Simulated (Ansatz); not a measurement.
# BrClH4OSi: the cost of one run

Computed with Ansatz 0.2.0, Gaussian basis. Level: PBE0-D4/def2-SVP.

23 further runs of the same task are left out: 1 that didn't finish, 22 set aside as unsound or not needed.

## 1. The starting structure

The first end: 8 atoms, charge 0, spin multiplicity 1.

Atoms are counted from 1 here; the program's logs count them from 0.

Bond lengths: Si1–Br2 2.444 Å, Si1–H3 1.468 Å, Si1–H4 1.466 Å, Si1–Cl5 2.173 Å, Si1–O7 1.843 Å, H6–O7 0.980 Å, O7–H8 0.970 Å. Angles: Br2–Si1–H3 90.3°, Br2–Si1–H4 92.4°, Br2–Si1–Cl5 163.7°, Br2–Si1–O7 79.8°, H3–Si1–H4 125.7°, H3–Si1–Cl5 95.0°, H3–Si1–O7 118.8°, H4–Si1–Cl5 96.9°, H4–Si1–O7 115.0°, Cl5–Si1–O7 84.1°, Si1–O7–H6 111.2°, Si1–O7–H8 116.3°, H6–O7–H8 118.1°.

As a file:

```xyz
8
charge 0, multiplicity 1
Si   -0.09527   -0.31038   -0.63486
Br    2.04230   -1.16684    0.18332
H     0.59708    0.42383   -1.70155
H    -0.66187   -1.65791   -0.75098
Cl   -1.96513    0.77644   -0.84065
H     0.79872    0.35065    1.47004
O    -0.09538    0.38973    1.07052
H    -0.62045    1.19448    1.20425
```

The second end:

```xyz
8

Si   -0.67271    0.10473   -0.90997
Br    2.20368   -1.48326    2.15643
H    -0.57545    1.00530   -2.07870
H    -0.26771   -1.28103   -1.20101
Cl   -2.62799    0.12986   -0.30474
H     1.40753   -0.57303    1.38302
O     0.31992    0.60465    0.30379
H     0.21273    1.49279    0.65127
```

## 2. The band at PBE0-D4/def2-SVP

Input file neb/in.yaml:

```yaml
crystal:
  periodic: [false, false, false]
  atoms:
    - {symbol: Si, position_ang: [-0.095271, -0.310377, -0.634858]}
    - {symbol: Br, position_ang: [2.042303, -1.166844, 0.183325]}
    - {symbol: H, position_ang: [0.597083, 0.423825, -1.701550]}
    - {symbol: H, position_ang: [-0.661866, -1.657906, -0.750983]}
    - {symbol: Cl, position_ang: [-1.965134, 0.776439, -0.840653]}
    - {symbol: H, position_ang: [0.798717, 0.350652, 1.470043]}
    - {symbol: O, position_ang: [-0.095385, 0.389729, 1.070522]}
    - {symbol: H, position_ang: [-0.620446, 1.194483, 1.204254]}
basis:
  gaussian: {orbitals: def2-SVP}
hamiltonian: {xc: pbe0, dispersion: d4}
neb:
  images: 5
  climbing: true
  max_iterations: 40
  initial_path: idpp
  final_atoms:
    - {symbol: Si, position_ang: [-0.672715, 0.104729, -0.909965]}
    - {symbol: Br, position_ang: [2.203678, -1.483262, 2.156429]}
    - {symbol: H, position_ang: [-0.575449, 1.005302, -2.078697]}
    - {symbol: H, position_ang: [-0.267707, -1.281031, -1.201007]}
    - {symbol: Cl, position_ang: [-2.627988, 0.129861, -0.304740]}
    - {symbol: H, position_ang: [1.407533, -0.573034, 1.383017]}
    - {symbol: O, position_ang: [0.319916, 0.604651, 0.303790]}
    - {symbol: H, position_ang: [0.212732, 1.492785, 0.651274]}
```

Run with:

```
ansatz run in.yaml --threads 4 --pin off --events-out ev --progress --plain --max-ram 9574MiB
```

**Question.** How long does this run take on 4 threads of Intel Xeon at 2.70GHz, shared host?

About 3 min.
